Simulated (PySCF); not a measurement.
# Pb(SH)2: other functionals and bases at one geometry

An exercise on one series of results from a longer session: the logs are not shown, and one member is left open.

The runs use PySCF 2.14.0; several levels, as the steps say, no spin–orbit coupling.

1 further run of the same task is left out (for a known fault of the program).

## Starting geometry

5 atoms, charge 0, spin multiplicity 1.

Bond lengths: Pb1–S2 2.545 Å, Pb1–S4 2.545 Å, S2–H3 1.353 Å, S4–H5 1.353 Å. Angles: S2–Pb1–S4 92.1°, Pb1–S2–H3 92.7°, Pb1–S4–H5 92.7°.

As a file:

| atom | x (Å) | y (Å) | z (Å) |
| --- | --- | --- | --- |
| Pb1 | 0.0000 | 0.0000 | -0.8250 |
| S2 | 1.8284 | -0.1199 | 0.9416 |
| H3 | 2.8092 | -0.2000 | 0.0135 |
| S4 | -1.8284 | 0.1199 | 0.9416 |
| H5 | -2.8092 | 0.2000 | 0.0135 |

Formal oxidation states: Pb +2. An earlier session relaxed this geometry at PBE0, Pb def2-SVP with ECP60, S def2-SVP, H def2-SVP (singlet, point group C2v).

At PBE0 on the finer grid: E = -989.998556 Eh, HOMO -6.85 eV, LUMO -2.42 eV, Mulliken charge on Pb1 +0.47 e, largest force component 0.006 eV/Å. 

Levels to run: TPSSh; B3LYP; PBE0, TZVP. Hardware: 2 threads of Arm Neoverse V1, shared host.

Set-up of the first run:

run.py (the lines that set the calculation) reads:

```python
mol = gto.M(atom='''
Pb     0.00000     0.00000    -0.82500
S      1.82837    -0.11993     0.94159
H      2.80920    -0.20002     0.01354
S     -1.82837     0.11993     0.94159
H     -2.80920     0.20002     0.01354''',
    basis={'Pb': 'def2-SVP', 'S': 'def2-SVP', 'H': 'def2-SVP'},
    ecp={'Pb': 'def2-SVP'},
    charge=0, spin=0)
mf = dft.RKS(mol, xc='TPSSH')
mf.grids.atom_grid = (75, 302)
mf = mf.density_fit()  # fitting sets: Pb def2-universal-JKFIT, S def2-universal-JKFIT, H def2-universal-JKFIT
mf.conv_tol = 1e-08; mf.max_cycle = 55
mf.kernel(dm0)  # dm0: the density of the relaxed state
```

Run with:

```bash
$ OMP_NUM_THREADS=2 python run.py
```

Among the steps run: TPSSh; B3LYP; PBE0, TZVP.

One of the session's tables, all rows but one given; the rest of the session is left out.

| level | HOMO (eV) | gap (eV) | charge on Pb1 (e) | dipole (D) | largest force component (eV/Å) |
| --- | --- | --- | --- | --- | --- |
| PBE0 (relaxed here) | -6.85 | 4.43 | 0.47 | 4.32 | 0.01 |
| TPSSh | -6.27 | 3.54 | 0.47 | 4.26 | 0.23 |
| B3LYP | ? | ? | ? | ? | ? |
| PBE0, TZVP | -7.02 | 4.48 | 0.58 | 4.31 | 0.37 |

**Question.** Estimate the row for B3LYP.

The run gave: HOMO (eV): -6.55; gap (eV): 3.97; charge on Pb1 (e): 0.44; dipole (D): 4.00; largest force component (eV/Å): 0.36. In the column «HOMO (eV)» it lies between PBE0 (relaxed here) (-6.85) and TPSSh (-6.27).

In one basis the HOMO–LUMO gap runs from 3.54 eV (TPSSh) to 4.43 eV (PBE0). The largest leftover force, 0.37 eV/Å with PBE0, TZVP, stands at a geometry relaxed at another level. Total energies of different levels can't be compared.
